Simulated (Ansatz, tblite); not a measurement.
AlN: GFN2-xTB, run from Python

These are simulated results from tblite 0.8.0, not measurements. The cell was built from a prototype and was relaxed with r2SCAN in plane waves (Ansatz 0.2.0). Not every such cell is a known phase. All runs are without spin polarisation.

Space group P6_3mc (No. 186), hexagonal; a = 3.097 Å, c = 10.034 Å in the conventional setting, 10.42 Å³ an atom. Around Al lie 4 N at 1.89–1.90 Å; around Al lie 4 N at 1.89 Å; around N lie 4 Al at 1.89–1.90 Å; around N lie 4 Al at 1.89 Å.

tblite solves periodic systems at the zone centre alone, so the script builds a cluster of 4×4×1 conventional cells (128 atoms), which folds in a coarse mesh of k points.

run.py reads:

```python
import json
from ase import Atoms
from ase.build import make_supercell
from ase.units import Bohr, GPa, Hartree
from tblite.interface import Calculator

atoms = Atoms(['Al', 'Al', 'Al', 'Al', 'N', 'N', 'N', 'N'],
              cell=[[3.097163, 0.0, 0.0], [-1.548581, 2.682222, 0.0], [-0.0, 0.0, 10.033943]],
              scaled_positions=[[0.0, 0.0, -0.001265], [0.333333, 0.666667, 0.249839], [0.0, 0.0, 0.498735], [0.666667, 0.333333, 0.749839], [0.0, 0.0, 0.188211], [0.333333, 0.666667, 0.438216], [0.0, 0.0, 0.688211], [0.666667, 0.333333, 0.938216]],
              pbc=True)
cluster = make_supercell(atoms, [[4, 0, 0], [0, 4, 0], [0, 0, 1]])
calc = Calculator('GFN2-xTB', cluster.numbers, cluster.positions / Bohr, lattice=cluster.cell[:] / Bohr, periodic=cluster.pbc)
calc.set('temperature', 0.02 / Hartree)
calc.set('max-iter', 150)
res = calc.singlepoint()
levels = res.get('orbital-energies') * Hartree
nv = round(res.get('orbital-occupations').sum() / 2)
cells = len(cluster) // len(atoms)
out = {'energy_per_cell': res.get('energy') * Hartree / cells, 'homo': levels[nv - 1], 'lumo': levels[nv],
       'stress': (-res.get('virial') * Hartree / cluster.get_volume() / GPa).tolist(), 'charges': res.get('charges')[:len(atoms)].tolist(), 'electrons': 2 * nv / cells}
json.dump(out, open('results.json', 'w'))
for key, value in out.items():
    print(key, value)
```

Command: `python run.py`. It took 19 s on 1 thread of Arm Neoverse V1, on a shared host, peak memory 0.19 GiB.

What it printed:

```
------------------------------------------------------------
  cycle        total energy    energy error   density error
------------------------------------------------------------
      1     -242.0357203622  -2.4421619E+02   4.6925072E-01
      2     -260.2997929110  -1.8264073E+01   2.0481460E-01
      3     -261.1788337359  -8.7904082E-01   9.3981758E-02
      4     -261.3021879072  -1.2335417E-01   3.3381020E-02
      5     -261.3732318935  -7.1043986E-02   2.0346471E-02
      6     -261.3270786264   4.6153267E-02   1.8558530E-02
      7     -261.3337317111  -6.6530848E-03   1.8522807E-02
      8     -261.3360245652  -2.2928540E-03   1.7504841E-02
      9     -261.3707950578  -3.4770493E-02   7.5789664E-03
     10     -261.3788485996  -8.0535418E-03   2.1174707E-03
     11     -261.3793855547  -5.3695513E-04   5.7052208E-04
     12     -261.3793589275   2.6627259E-05   5.9222872E-04
     13     -261.3793910329  -3.2105411E-05   1.2555543E-04
     14     -261.3793916410  -6.0809413E-07   5.2232249E-05
     15     -261.3793918102  -1.6917556E-07   1.4983382E-05
------------------------------------------------------------

 total:                                  18.526 sec
energy_per_cell -444.5309705850315
homo -13.876056334761929
lumo -11.276383794523587
stress [[4.693003229517916, -0.001919091876659444, -1.0316766690436662e-06], [-0.0019190918766600633, 4.690802061804774, -1.080162336260593e-05], [-1.0316766689916834e-06, -1.0801623362724648e-05, 5.860031638164007]]
charges [0.3009454272718657, 0.30442398479830657, 0.30093830635204044, 0.3044145002546106, -0.3027231302257103, -0.3026622650325428, -0.30272644493702594, -0.3026630913555952]
electrons 32.0
```

The cycle table is in hartree for the whole cluster, and the lines after it are in eV (the energy for one cell). The printed stress is in GPa and positive in compression, and the pressure is its mean diagonal.

GFN2-xTB gives a gap of 2.60 eV. On the same cell, plane-wave PBE (Ansatz, 12×12×4 k points and the special points) gives a gap of 4.04 eV and r2SCAN a gap of 4.67 eV; on shared hosts these took about 12 and 26 core-seconds on the 8-atom cell, against 19 for the script. Semilocal gaps usually lie below measured ones. xTB was fitted to molecules, so gaps, charges and pressures of solids can be far off, and the gap also depends on the size of the cluster.

The same script was run on cells scaled at fixed shape and fractional coordinates:

```tsv
volume (Å³/atom)	energy (meV/atom)	pressure (GPa, positive in compression)	gap (eV)
9.17	148.7	36.72	3.29
9.79	43.8	18.15	2.92
10.42	0.0	5.08	2.60
11.04	-0.6	-3.99	2.32
11.67	29.2	-10.74	2.07
```

A Birch-Murnaghan fit puts the minimum at 10.73 Å³/atom, 3.0 % above the given cell, with a bulk modulus of 158 GPa at fixed shape.

xTB was fitted mostly to molecules, and a small cluster samples few k points, so gaps, pressures and kinks along a curve can be far from a solid's.
